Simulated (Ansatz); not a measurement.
B, space group P6/mmm, an all-electron equation of state

With Ansatz 0.2.0, Python API.

Run as a notebook:

**Cell 1**
```python
import ansatz
from ase.eos import EquationOfState
from ase.units import GPa
import numpy as np
```

**Cell 2**
```python
vectors0 = np.array([
    [1.702434, 0.0, 0.0],
    [-0.851217, 1.474351, 0.0],
    [0.0, 0.0, 3.635423],
])
sites = [
    ('B', (0.0, 0.0, 0.0)),
]
```

**Cell 3**
```python
def build(cell):
    crystal = ansatz.Crystal(lattice=ansatz.Lattice.of(cell))
    for symbol, position in sites:
        crystal = crystal.atom(symbol, position)
    return crystal

volumes, energies = [], []
for scale in np.linspace(0.94, 1.06, 5):
    cell = vectors0 * scale ** (1 / 3)
    calculation = (
        build(cell).calculation()
        .functional('lda')
        .occupations('Fermi-Dirac', width=0.05)
        .kpoints(19, 19, 8)
        .pseudopotentials('all_electron', lapw=True)
    )
    rep = calculation.run(threads=1, backend='cpu').report
    volumes.append(abs(np.linalg.det(cell)) / len(sites))
    energies.append(rep['free_energy_ev'] / len(sites))
    print(f'{scale:.3f} {volumes[-1]:9.4f} A^3/atom {energies[-1]:16.5f} eV/atom  (estimated basis error {1000 * rep["lapw_basis_errors"]["total_ev_per_atom"]:.2f} meV/atom)')
v0, e0, bulk = EquationOfState(volumes, energies, eos='birchmurnaghan').fit()
print(f'V0 = {v0:.4f} A^3/atom, B0 = {bulk / GPa:.1f} GPa')
```
Output:
```text
0.940    8.5774 A^3/atom       -669.34608 eV/atom  (estimated basis error 0.17 meV/atom)
0.970    8.8511 A^3/atom       -669.35678 eV/atom  (estimated basis error 0.17 meV/atom)
1.000    9.1249 A^3/atom       -669.35659 eV/atom  (estimated basis error 0.17 meV/atom)
1.030    9.3986 A^3/atom       -669.34687 eV/atom  (estimated basis error 0.17 meV/atom)
1.060    9.6723 A^3/atom       -669.32890 eV/atom  (estimated basis error 0.17 meV/atom)
V0 = 8.9808 A^3/atom, B0 = 195.9 GPa
```

A third-order Birch-Murnaghan fit through the 5 points has its minimum at 8.98 Å³ an atom, 1.6 % below the typed cell, with a bulk modulus of 196 GPa and dB/dP = 3.6. From that minimum the energy rises by 11.9 meV an atom on the compressed side and 29.1 meV on the expanded side.

All-electron totals depend on functional, relativistic treatment and basis; only differences at equal settings carry meaning. Shape and fractional positions are held along the curve, so the bulk modulus is an upper value where they are free to relax, by a factor of two or more in layered or hydrogen-bonded cells. The mesh is modest for a metal, so energies can be off by several to tens of meV an atom and pressures by half a GPa or more; differences at equal mesh fare better. This isn't the structure that B takes at ambient conditions. Finished in 23 s on 1 thread of Arm Neoverse V2, with other jobs on the host, peak memory 0.34 GiB.
